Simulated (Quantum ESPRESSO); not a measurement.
# TiH5 in Quantum ESPRESSO: notebook

Runs on TiH5. Level: PBE. Tasks: work function.

All numbers are computed with Quantum ESPRESSO 7.5; they aren't measurements. Logs are shortened: lines on timing, memory, paths and dates and some standing lists are left out, and cuts for length are marked.

### Step 1. The sheet as given

The cell holds a sheet with vacuum, 6 atoms: a = 3.058 Å, b = 3.058 Å, c = 30.887 Å, α = 90.00°, β = 90.00°, γ = 120.00°.

The cell was built by a generator and needn't be a form met in nature.

### Step 2. Work function, PBE

Contents of pw.in:

```
&CONTROL
  calculation = 'scf'
  prefix = 'pwscf'
  outdir = './tmp'
  pseudo_dir = './pseudo'
  tprnfor = .true.
  disk_io = 'low'
/
&SYSTEM
  ibrav = 0
  celldm(1) = 8
  nat = 6
  ntyp = 2
  ecutwfc = 70
  nbnd = 15
  occupations = 'smearing'
  smearing = 'fd'
  degauss = 0.00367493
/
&ELECTRONS
  conv_thr = 6d-09
  electron_maxstep = 150
  mixing_beta = 0.3
  mixing_mode = 'local-TF'
/
ATOMIC_SPECIES
Ti    47.8670 22_Ti_12_2.0_2.8_pbe_n_v1.0.upf
H      1.0080 01_H_1_1.0_1.0_pbe_v1.0.upf
CELL_PARAMETERS alat
  0.7222391518860   0.0000000000000   0.0000000000000
 -0.3611195759430   0.6254757256746   0.0000000000000
  0.0000000000000   0.0000000000000   7.2959396596308
ATOMIC_POSITIONS crystal
Ti     0.6666700000    0.3333300000    0.2752000000
H      0.3333300000    0.6666700000    0.3100500000
H      0.3333300000    0.6666700000    0.2403500000
H      0.6666700000    0.3333300000    0.2178000000
H      0.6666700000    0.3333300000    0.3326000000
H      0.0000000000    0.0000000000    0.2752000000
K_POINTS automatic
10 10 1 0 0 0
```

Contents of pp_density.in:

```
&INPUTPP
  prefix = 'pwscf'
  outdir = './tmp'
  filplot = 'density.dat'
  plot_num = 0
/
&PLOT
  nfile = 1
  filepp(1) = 'density.dat'
  iflag = 3
  output_format = 6
  fileout = 'density.cube'
/
```

Contents of pp_potential.in:

```
&INPUTPP
  prefix = 'pwscf'
  outdir = './tmp'
  filplot = 'potential.dat'
  plot_num = 11
/
&PLOT
  nfile = 1
  filepp(1) = 'potential.dat'
  iflag = 3
  output_format = 6
  fileout = 'potential.cube'
/
```

Contents of pp_elf.in:

```
&INPUTPP
  prefix = 'pwscf'
  outdir = './tmp'
  filplot = 'elf.dat'
  plot_num = 8
/
&PLOT
  nfile = 1
  filepp(1) = 'elf.dat'
  iflag = 3
  output_format = 6
  fileout = 'elf.cube'
/
```

Potentials or basis: SPMS 1.0 PBE.

The run is started by

```bash
> OMP_NUM_THREADS=1 mpirun -n 2 pw.x -nk 2 -in pw.in > pw.out
> OMP_NUM_THREADS=1 mpirun -n 1 pp.x -in pp_density.in > pp_density.out
> OMP_NUM_THREADS=1 mpirun -n 1 pp.x -in pp_potential.in > pp_potential.out
> OMP_NUM_THREADS=1 mpirun -n 1 pp.x -in pp_elf.in > pp_elf.out
```

pw.out:

```text
This program is part of the open-source Quantum ESPRESSO suite
     for quantum simulation of materials; please cite
[... 13 lines left out ...]
     --------------------
     sticks:   dense  smooth     PW     G-vecs:    dense   smooth      PW
     Sum         649     649    199               133763   133763   21823

     Using Slab Decomposition

     bravais-lattice index     =            0
     lattice parameter (alat)  =       8.0000  a.u.
     unit-cell volume          =    1687.4957 (a.u.)^3
     number of atoms/cell      =            6
     number of atomic types    =            2
     number of electrons       =        17.00
     number of Kohn-Sham states=           15
     kinetic-energy cutoff     =      70.0000  Ry
     charge density cutoff     =     280.0000  Ry
     scf convergence threshold =      6.0E-09
     mixing beta               =       0.3000
     number of iterations used =            8  local-TF  mixing
     Exchange-correlation= PBE
                           (   1   4   3   4   0   0   0)

     celldm(1)=   8.000000  celldm(2)=   0.000000  celldm(3)=   0.000000
     celldm(4)=   0.000000  celldm(5)=   0.000000  celldm(6)=   0.000000

     crystal axes: (cart. coord. in units of alat)
               a(1) = (   0.722239   0.000000   0.000000 )
               a(2) = (  -0.361120   0.625476   0.000000 )
               a(3) = (   0.000000   0.000000   7.295940 )

     reciprocal axes: (cart. coord. in units 2 pi/alat)
               b(1) = (  1.384583  0.799392 -0.000000 )
               b(2) = (  0.000000  1.598783  0.000000 )
               b(3) = (  0.000000 -0.000000  0.137063 )

     PseudoPot. # 1 for Ti read from file:
     22_Ti_12_2.0_2.8_pbe_n_v1.0.upf
     Pseudo is Norm-conserving + core correction, Zval = 12.0
     Generated using ONCVPSP code by D. R. Hamann
     Using radial grid of 1584 points,  6 beta functions with:
                l(1) =   0
                l(2) =   0
                l(3) =   1
                l(4) =   1
                l(5) =   2
                l(6) =   2

     PseudoPot. # 2 for H  read from file:
     01_H_1_1.0_1.0_pbe_v1.0.upf
     Pseudo is Norm-conserving, Zval =  1.0
     Generated using ONCVPSP code by D. R. Hamann
     Using radial grid of 1160 points,  3 beta functions with:
                l(1) =   0
                l(2) =   0
                l(3) =   1

     atomic species   valence    mass     pseudopotential
     Ti               12.00    47.86700     Ti( 1.00)
     H                 1.00     1.00800     H ( 1.00)

      2 Sym. Ops. (no inversion) found

   Cartesian axes

     site n.     atom                  positions (alat units)
         1        Ti     tau(   1) = (   0.3611232   0.2084898   2.0078426  )
         2        H      tau(   2) = (  -0.0000036   0.4169859   2.2621061  )
         3        H      tau(   3) = (  -0.0000036   0.4169859   1.7535791  )
         4        H      tau(   4) = (   0.3611232   0.2084898   1.5890557  )
         5        H      tau(   5) = (   0.3611232   0.2084898   2.4266295  )
         6        H      tau(   6) = (   0.0000000   0.0000000   2.0078426  )

     number of k points=    31  Fermi-Dirac smearing, width (Ry)=  0.0037
                       cart. coord. in units 2pi/alat
        k(    1) = (   0.0000000   0.0000000   0.0000000), wk =   0.0200000
        k(    2) = (   0.0000000   0.1598783   0.0000000), wk =   0.0400000
        k(    3) = (   0.0000000   0.3197566   0.0000000), wk =   0.0400000
        k(    4) = (   0.0000000   0.4796349   0.0000000), wk =   0.0400000
        k(    5) = (   0.0000000   0.6395132   0.0000000), wk =   0.0400000
        k(    6) = (   0.0000000  -0.7993915   0.0000000), wk =   0.0200000
[... 23 lines left out ...]
        k(   30) = (  -0.6922915  -0.2398175   0.0000000), wk =   0.0800000
        k(   31) = (  -0.6922915  -0.0799392   0.0000000), wk =   0.0800000

     Dense  grid:   133763 G-vectors     FFT dimensions: (  32,  32, 320)

     Initial potential from superposition of free atoms

     starting charge      16.9984, renormalised to      17.0000

     negative rho (up, down):  4.216E-05 0.000E+00
     Starting wfcs are   15 randomized atomic wfcs

     Self-consistent Calculation

     iteration #  1     ecut=    70.00 Ry     beta= 0.30
     Davidson diagonalization with overlap
     ethr =  1.00E-02,  avg # of iterations =  4.9

     negative rho (up, down):  1.981E-04 0.000E+00

     total energy              =    -123.09403048 Ry
     estimated scf accuracy    <       0.20510990 Ry

     iteration #  2     ecut=    70.00 Ry     beta= 0.30
     Davidson diagonalization with overlap
     ethr =  1.21E-03,  avg # of iterations =  1.0

     negative rho (up, down):  3.819E-04 0.000E+00

     total energy              =    -123.05739773 Ry
     estimated scf accuracy    <       0.11455146 Ry

     iteration #  3     ecut=    70.00 Ry     beta= 0.30
     Davidson diagonalization with overlap
     ethr =  6.74E-04,  avg # of iterations =  1.5

     negative rho (up, down):  1.674E-06 0.000E+00

     total energy              =    -123.06287637 Ry
     estimated scf accuracy    <       0.04378899 Ry

     iteration #  4     ecut=    70.00 Ry     beta= 0.30
     Davidson diagonalization with overlap
     ethr =  2.58E-04,  avg # of iterations =  2.0

     negative rho (up, down):  4.606E-07 0.000E+00

     total energy              =    -123.05792837 Ry
     estimated scf accuracy    <       0.02919229 Ry

     iteration #  5     ecut=    70.00 Ry     beta= 0.30
     Davidson diagonalization with overlap
     ethr =  1.72E-04,  avg # of iterations =  2.6

     total energy              =    -123.05853370 Ry
     estimated scf accuracy    <       0.00589770 Ry

     iteration #  6     ecut=    70.00 Ry     beta= 0.30
     Davidson diagonalization with overlap
     ethr =  3.47E-05,  avg # of iterations =  4.8
[... 103 lines left out ...]
     iteration # 18     ecut=    70.00 Ry     beta= 0.30
     Davidson diagonalization with overlap
     ethr =  1.52E-08,  avg # of iterations =  3.6

     negative rho (up, down):  3.332E-05 0.000E+00

     total energy              =    -123.05763766 Ry
     estimated scf accuracy    <       0.00000012 Ry

     iteration # 19     ecut=    70.00 Ry     beta= 0.30
     Davidson diagonalization with overlap
     ethr =  6.98E-10,  avg # of iterations =  3.9

     negative rho (up, down):  1.682E-05 0.000E+00

     total energy              =    -123.05763780 Ry
     estimated scf accuracy    <       0.00000003 Ry

     iteration # 20     ecut=    70.00 Ry     beta= 0.30
     Davidson diagonalization with overlap
     ethr =  1.68E-10,  avg # of iterations =  1.7

     negative rho (up, down):  4.258E-06 0.000E+00

     total energy              =    -123.05763802 Ry
     estimated scf accuracy    <       0.00000001 Ry

     iteration # 21     ecut=    70.00 Ry     beta= 0.30
     Davidson diagonalization with overlap
     ethr =  7.98E-11,  avg # of iterations =  3.5

     End of self-consistent calculation

          k = 0.0000 0.0000 0.0000 ( 16805 PWs)   bands (ev):

   -61.1310 -37.2857 -37.2560 -37.2560 -13.3454  -9.3967  -8.1695  -3.8372
    -3.8371  -2.0190  -2.0190  -0.9143  -0.8308   0.1443   1.7580

          k = 0.0000 0.1599 0.0000 ( 16737 PWs)   bands (ev):

   -61.1260 -37.2944 -37.2804 -37.2639 -13.1069  -9.2810  -8.0897  -4.5493
    -3.6598  -2.4984  -2.0694  -0.4194  -0.1114   0.2707   1.9483

          k = 0.0000 0.3198 0.0000 ( 16697 PWs)   bands (ev):

   -61.1130 -37.3939 -37.2844 -37.2664 -12.4296  -8.9463  -7.9436  -5.6311
    -3.2433  -3.1598  -2.1985   0.2663   0.5347   0.9136   2.4701

          k = 0.0000 0.4796 0.0000 ( 16663 PWs)   bands (ev):

   -61.0970 -37.5148 -37.3097 -37.2491 -11.4310  -8.4386  -8.0408  -6.2636
    -3.9832  -2.4470  -2.3531   0.5724   0.6391   1.3382   3.2736

          k = 0.0000 0.6395 0.0000 ( 16690 PWs)   bands (ev):

   -61.0839 -37.6110 -37.3300 -37.2351 -10.3312  -8.4868  -7.8826  -6.4484
    -4.6472  -2.4744  -1.7519   0.1660   0.4847   1.7238   4.2143

          k = 0.0000-0.7994 0.0000 ( 16714 PWs)   bands (ev):

   -61.0789 -37.6474 -37.3378 -37.2297  -9.6429  -8.8832  -7.5970  -6.5258
    -4.9653  -2.5199  -1.4430  -0.0833   0.3999   1.9369   4.2793

          k = 0.1385 0.0799 0.0000 ( 16737 PWs)   bands (ev):

   -61.1260 -37.2944 -37.2804 -37.2638 -13.1069  -9.2810  -8.0897  -4.5493
    -3.6597  -2.4984  -2.0693  -0.4194  -0.1115   0.2707   1.9483

          k = 0.1385 0.2398 0.0000 ( 16717 PWs)   bands (ev):

   -61.1171 -37.3605 -37.2809 -37.2708 -12.6483  -9.0554  -7.9741  -5.3689
    -3.3148  -3.0117  -2.2059   0.1205   0.4499   0.6940   2.3038

          k = 0.1385 0.3997 0.0000 ( 16693 PWs)   bands (ev):

   -61.1025 -37.4637 -37.3108 -37.2551 -11.8047  -8.6299  -7.9484  -6.1170
    -3.6375  -2.6917  -2.4549   0.5917   0.7318   1.1801   2.9523

          k = 0.1385 0.5596 0.0000 ( 16681 PWs)   bands (ev):

   -61.0880 -37.5649 -37.3409 -37.2394 -10.7363  -8.2667  -8.0784  -6.3929
    -4.2908  -2.6835  -1.9621   0.4251   0.6477   1.4696   3.8251

          k = 0.1385 0.7195 0.0000 ( 16680 PWs)   bands (ev):

   -61.0789 -37.6266 -37.3595 -37.2297  -9.7476  -8.7350  -7.6040  -6.5049
    -4.8175  -2.8047  -1.4296  -0.0565   0.5295   1.7331   4.1284

          k = 0.2769 0.1599 0.0000 ( 16697 PWs)   bands (ev):

   -61.1130 -37.3939 -37.2844 -37.2664 -12.4296  -8.9463  -7.9436  -5.6311
    -3.2433  -3.1598  -2.1985   0.2663   0.5347   0.9136   2.4701

          k = 0.2769 0.3198 0.0000 ( 16693 PWs)   bands (ev):

   -61.1025 -37.4637 -37.3108 -37.2551 -11.8047  -8.6299  -7.9484  -6.1170
    -3.6375  -2.6917  -2.4548   0.5917   0.7318   1.1801   2.9523

          k = 0.2769 0.4796 0.0000 ( 16712 PWs)   bands (ev):

   -61.0895 -37.5340 -37.3586 -37.2411 -10.8777  -8.1801  -8.1475  -6.3703
    -4.0235  -2.9574  -2.0208   0.6299   0.7648   1.2443   3.5403

          k = 0.2769 0.6395 0.0000 ( 16686 PWs)   bands (ev):

   -61.0789 -37.5827 -37.4049 -37.2297  -9.8710  -8.5396  -7.6149  -6.4711
    -4.4669  -3.3489  -1.3843   0.0426   0.7176   1.2321   3.7277

          k = 0.2769 0.7994 0.0000 ( 16664 PWs)   bands (ev):

   -61.0749 -37.5995 -37.4242 -37.2254  -9.2813  -8.7948  -7.3394  -6.5592
    -4.7365  -3.4628  -1.1035  -0.2609   0.6654   1.1453   4.3975

          k = 0.2769 0.0000 0.0000 ( 16717 PWs)   bands (ev):

   -61.1171 -37.3605 -37.2809 -37.2708 -12.6483  -9.0554  -7.9741  -5.3690
    -3.3148  -3.0116  -2.2059   0.1205   0.4498   0.6940   2.3038

          k = 0.4154 0.2398 0.0000 ( 16663 PWs)   bands (ev):

   -61.0970 -37.5148 -37.3096 -37.2491 -11.4310  -8.4386  -8.0408  -6.2636
    -3.9832  -2.4470  -2.3531   0.5724   0.6390   1.3382   3.2736

          k = 0.4154 0.3997 0.0000 ( 16681 PWs)   bands (ev):

   -61.0880 -37.5649 -37.3409 -37.2394 -10.7364  -8.2667  -8.0784  -6.3929
    -4.2908  -2.6835  -1.9621   0.4250   0.6477   1.4696   3.8251

          k = 0.4154 0.5596 0.0000 ( 16686 PWs)   bands (ev):

   -61.0789 -37.5827 -37.4049 -37.2297  -9.8710  -8.5396  -7.6149  -6.4711
    -4.4669  -3.3489  -1.3843   0.0426   0.7176   1.2322   3.7276

          k = 0.4154 0.7195 0.0000 ( 16658 PWs)   bands (ev):

   -61.0734 -37.5617 -37.4766 -37.2238  -9.2278  -8.6405  -7.2272  -6.5942
    -4.5377  -3.9077  -0.9255  -0.3554   0.6980   0.7270   4.5276

          k = 0.4154-0.0799 0.0000 ( 16693 PWs)   bands (ev):

   -61.1025 -37.4637 -37.3108 -37.2551 -11.8047  -8.6299  -7.9484  -6.1170
    -3.6374  -2.6916  -2.4549   0.5916   0.7318   1.1801   2.9523

          k = 0.5538 0.3198 0.0000 ( 16690 PWs)   bands (ev):

   -61.0839 -37.6111 -37.3300 -37.2351 -10.3312  -8.4868  -7.8826  -6.4484
    -4.6472  -2.4744  -1.7519   0.1659   0.4847   1.7238   4.2143

          k = 0.5538 0.4796 0.0000 ( 16680 PWs)   bands (ev):

   -61.0789 -37.6266 -37.3595 -37.2297  -9.7476  -8.7349  -7.6040  -6.5049
    -4.8175  -2.8046  -1.4296  -0.0565   0.5295   1.7332   4.1284

          k = 0.5538 0.6395 0.0000 ( 16664 PWs)   bands (ev):

   -61.0749 -37.5995 -37.4241 -37.2254  -9.2814  -8.7947  -7.3394  -6.5593
    -4.7365  -3.4628  -1.1035  -0.2609   0.6654   1.1454   4.3975

          k = 0.5538 0.7994 0.0000 ( 16658 PWs)   bands (ev):

   -61.0734 -37.5617 -37.4766 -37.2238  -9.2277  -8.6406  -7.2272  -6.5941
    -4.5377  -3.9077  -0.9255  -0.3554   0.6979   0.7270   4.5275

          k = 0.5538-0.1599 0.0000 ( 16683 PWs)   bands (ev):

   -61.0880 -37.5649 -37.3409 -37.2394 -10.7363  -8.2667  -8.0783  -6.3929
    -4.2908  -2.6836  -1.9621   0.4251   0.6476   1.4696   3.8250

          k = 0.5538 0.0000 0.0000 ( 16712 PWs)   bands (ev):

   -61.0895 -37.5340 -37.3586 -37.2411 -10.8777  -8.1801  -8.1475  -6.3702
    -4.0234  -2.9575  -2.0207   0.6300   0.7648   1.2443   3.5401

          k =-0.6923-0.3997 0.0000 ( 16714 PWs)   bands (ev):

   -61.0789 -37.6475 -37.3377 -37.2297  -9.6430  -8.8832  -7.5970  -6.5259
    -4.9653  -2.5198  -1.4430  -0.0833   0.4000   1.9369   4.2793

          k =-0.6923-0.2398 0.0000 ( 16680 PWs)   bands (ev):

   -61.0789 -37.6266 -37.3595 -37.2297  -9.7476  -8.7350  -7.6040  -6.5049
    -4.8175  -2.8046  -1.4296  -0.0565   0.5295   1.7332   4.1283

          k =-0.6923-0.0799 0.0000 ( 16686 PWs)   bands (ev):

   -61.0789 -37.5827 -37.4049 -37.2297  -9.8710  -8.5396  -7.6149  -6.4711
    -4.4669  -3.3490  -1.3842   0.0426   0.7176   1.2321   3.7275

     the Fermi energy is    -4.2853 ev

!    total energy              =    -123.05763804 Ry
     estimated scf accuracy    <          9.6E-10 Ry
     smearing contrib. (-TS)   =      -0.00077410 Ry
     internal energy E=F+TS    =    -123.05686393 Ry

     The total energy is F=E-TS. E is the sum of the following terms:
     one-electron contribution =   -1052.17106404 Ry
     hartree contribution      =     522.48962205 Ry
     xc contribution           =     -20.44748608 Ry
     ewald contribution        =     427.07206413 Ry

     convergence has been achieved in  21 iterations

     Forces acting on atoms (cartesian axes, Ry/au):

     atom    1 type  1   force =     0.00000000    0.00001395   -0.00000056
     atom    2 type  2   force =     0.00000000   -0.00000104   -0.00016124
     atom    3 type  2   force =     0.00000000   -0.00000104    0.00016143
     atom    4 type  2   force =     0.00000000   -0.00000216   -0.00030074
     atom    5 type  2   force =     0.00000000   -0.00000216    0.00030103
     atom    6 type  2   force =     0.00000000   -0.00000755    0.00000008

     Total force =     0.000483     Total SCF correction =     0.000018

=------------------------------------------------------------------------------=
   JOB DONE.
=------------------------------------------------------------------------------=
```

Run time: 2.1 min. Hardware: 2 MPI ranks of Arm Neoverse V2, shared host; peak memory 0.56 GiB.

What came out:

```yaml
Free_energy: -1674.2845 eV
Largest_force: 0.008 eV/Å
Band_gap_on_the_k_mesh: none (metal or under the smearing width)
Work_function_of_the_upper_face: 6.06 eV
Work_function_of_the_lower_face: 6.06 eV
```

Forces on the atoms (eV/Å):
```
Ti   0.000  0.000  0.000
H    0.000  0.000 -0.004
H    0.000  0.000  0.004
H    0.000  0.000 -0.008
H    0.000  0.000  0.008
H    0.000  0.000  0.000
```

Levels at points of the mesh, in eV from the Fermi level:
| k point | band 5 | band 6 | band 7 | band 8 | band 9 | band 10 | band 11 | band 12 | band 13 | band 14 |
| --- | --- | --- | --- | --- | --- | --- | --- | --- | --- | --- |
| (0.00, 0.00, 0.00) | -9.06 | -5.11 | -3.88 | 0.45 | 0.45 | 2.27 | 2.27 | 3.37 | 3.45 | 4.43 |
| (0.00, -0.50, 0.00) | -5.36 | -4.60 | -3.31 | -2.24 | -0.68 | 1.77 | 2.84 | 4.20 | 4.69 | 6.22 |
| (-0.50, 0.00, 0.00) | -5.36 | -4.60 | -3.31 | -2.24 | -0.68 | 1.77 | 2.84 | 4.20 | 4.69 | 6.22 |

(Part 1 of 2 ends here.)
